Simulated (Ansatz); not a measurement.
# C₈H₁₈O: up Jacob's ladder to CCSD(T)

The task here is to estimate one member of a computed series from the others.

Program: Ansatz 0.2.0, Gaussian basis. Level of theory: functionals in def2-TZVPP, the program's frozen cores in correlated methods. These are calculated values, not measurements.

The runs, in order: LDA (SPW92), PBE-D4, revPBE-D4, BLYP-D4, r2SCAN-D4, B97M-V, PBE0-D4, B3LYP-D4, r2SCANh-D4, r2SCAN0-D4, HSE06-D4, BHLYP-D4, CAM-B3LYP-D4, LC-ωPBE, ωB97X-V, ωB97M-V, B2PLYP, PBE-QIDH; CCSD(T)/def2-SVP; CCSD(T)/def2-TZVPP; MP2/def2-QZVPP; extrapolation to the limit; RPA on PBE.

**Structure used throughout**

The geometry comes from an earlier relaxation with PBE0-D4 in a triple-zeta def2 set; it is a stationary point, not always the lowest conformer.

SMILES `CCC(C)OC(C)(C)C`, 27 atoms, charge 0, spin multiplicity 1.

Atoms are counted from 1 here; the program's logs count them from 0.

Bond lengths: C1–C2 1.516 Å, C1–H10 1.094 Å, C1–H11 1.091 Å, C1–H12 1.092 Å, C2–C3 1.521 Å, C2–H13 1.096 Å, C2–H14 1.095 Å, C3–C4 1.519 Å, C3–O5 1.417 Å, C3–H15 1.099 Å, C4–H16 1.093 Å, C4–H17 1.093 Å, C4–H18 1.090 Å, O5–C6 1.427 Å, C6–C7 1.525 Å, C6–C8 1.524 Å, C6–C9 1.519 Å, C7–H19 1.092 Å and more. Angles: C2–C1–H10 111.4°, C2–C1–H11 110.7°, C2–C1–H12 111.1°, H10–C1–H11 107.9°, H10–C1–H12 107.6°, H11–C1–H12 107.9°, C1–C2–C3 114.2°, C1–C2–H13 109.9°, C1–C2–H14 110.1°, C3–C2–H13 107.7°, C3–C2–H14 108.1°, H13–C2–H14 106.6°, C2–C3–C4 110.7°, C2–C3–O5 107.9°, C2–C3–H15 108.4°, C4–C3–O5 110.5°, C4–C3–H15 109.2°, O5–C3–H15 110.1° and more.

The first run:

Contents of in.yaml:

```yaml
crystal:
  periodic: [false, false, false]
  atoms:
    - {symbol: C, position_ang: [2.667418, 0.557156, -0.424798]}
    - {symbol: C, position_ang: [1.644491, 1.617560, -0.066222]}
    - {symbol: C, position_ang: [0.199258, 1.163917, -0.208796]}
    - {symbol: C, position_ang: [-0.755185, 2.308990, 0.084186]}
    - {symbol: O, position_ang: [-0.014740, 0.096243, 0.697994]}
    - {symbol: C, position_ang: [-0.743897, -1.053016, 0.267599]}
    - {symbol: C, position_ang: [0.030742, -1.826713, -0.794144]}
    - {symbol: C, position_ang: [-2.129922, -0.689065, -0.252394]}
    - {symbol: C, position_ang: [-0.869133, -1.892895, 1.527160]}
    - {symbol: H, position_ang: [2.550069, 0.224019, -1.460113]}
    - {symbol: H, position_ang: [2.562951, -0.314967, 0.222284]}
    - {symbol: H, position_ang: [3.684665, 0.939054, -0.313294]}
    - {symbol: H, position_ang: [1.790868, 1.941683, 0.970194]}
    - {symbol: H, position_ang: [1.786591, 2.504039, -0.693443]}
    - {symbol: H, position_ang: [0.044983, 0.818886, -1.240308]}
    - {symbol: H, position_ang: [-0.565493, 3.151102, -0.586525]}
    - {symbol: H, position_ang: [-0.615568, 2.650498, 1.112833]}
    - {symbol: H, position_ang: [-1.795780, 2.007213, -0.034126]}
    - {symbol: H, position_ang: [0.164036, -1.243109, -1.707577]}
    - {symbol: H, position_ang: [-0.507093, -2.738755, -1.063023]}
    - {symbol: H, position_ang: [1.016333, -2.106150, -0.418242]}
    - {symbol: H, position_ang: [-2.075721, -0.081151, -1.158352]}
    - {symbol: H, position_ang: [-2.692041, -0.138834, 0.504755]}
    - {symbol: H, position_ang: [-2.685432, -1.596803, -0.498840]}
    - {symbol: H, position_ang: [-1.399635, -2.824890, 1.320994]}
    - {symbol: H, position_ang: [-1.414459, -1.340667, 2.294831]}
    - {symbol: H, position_ang: [0.121672, -2.133364, 1.917390]}
basis:
  gaussian: {orbitals: def2-TZVPP}
hamiltonian: {xc: lda}
output: {orbitals: {seedname: orbitals}}
```

Run with:

```console
> ansatz run in.yaml --threads 4 --pin off --events-out ev --progress --plain --max-ram 41984MiB --backend cuda --devices 0, --max-vram 37GiB
```

Among the steps run: LDA; PBE-D4 (GGA); revPBE-D4 (GGA); BLYP-D4 (GGA); r2SCAN-D4 (meta-GGA); B97M-V (meta-GGA); B3LYP-D4 (hybrid); r2SCANh-D4 (hybrid); r2SCAN0-D4 (hybrid); HSE06-D4 (hybrid); BHLYP-D4 (hybrid); CAM-B3LYP-D4 (range-separated); LC-ωPBE (range-separated); ωB97X-V (range-separated); ωB97M-V (range-separated); B2PLYP (double hybrid); PBE-QIDH (double hybrid).

One table of the session follows, with a row left open; its other results are not shown here.

It belongs to the step «Orbital energies across the functionals». 

```
  functional  HOMO (eV)  LUMO (eV)  gap (eV)
 LDA (SPW92)      -5.74       0.07      5.81
      PBE-D4      -5.57       0.28      5.85
   revPBE-D4          ?          ?         ?
     BLYP-D4      -5.48       0.30      5.78
   r2SCAN-D4      -5.87       0.96      6.82
      B97M-V      -6.09       0.36      6.44
     PBE0-D4      -7.11       1.08      8.19
    B3LYP-D4      -6.88       0.76      7.64
  r2SCANh-D4      -6.45       1.19      7.64
  r2SCAN0-D4      -7.33       1.52      8.84
    HSE06-D4      -6.70       0.71      7.42
    BHLYP-D4      -8.61       1.69     10.30
CAM-B3LYP-D4      -8.55       1.85     10.40
     LC-ωPBE      -9.83       3.15     12.98
     ωB97X-V      -9.56       2.90     12.45
     ωB97M-V      -9.52       2.49     12.01
```

**Question.** Estimate the row for revPBE-D4.

As computed: HOMO (eV): -5.49; LUMO (eV): 0.40; gap (eV): 5.90. In the column «HOMO (eV)» it lies between PBE-D4 (-5.57) and BLYP-D4 (-5.48).
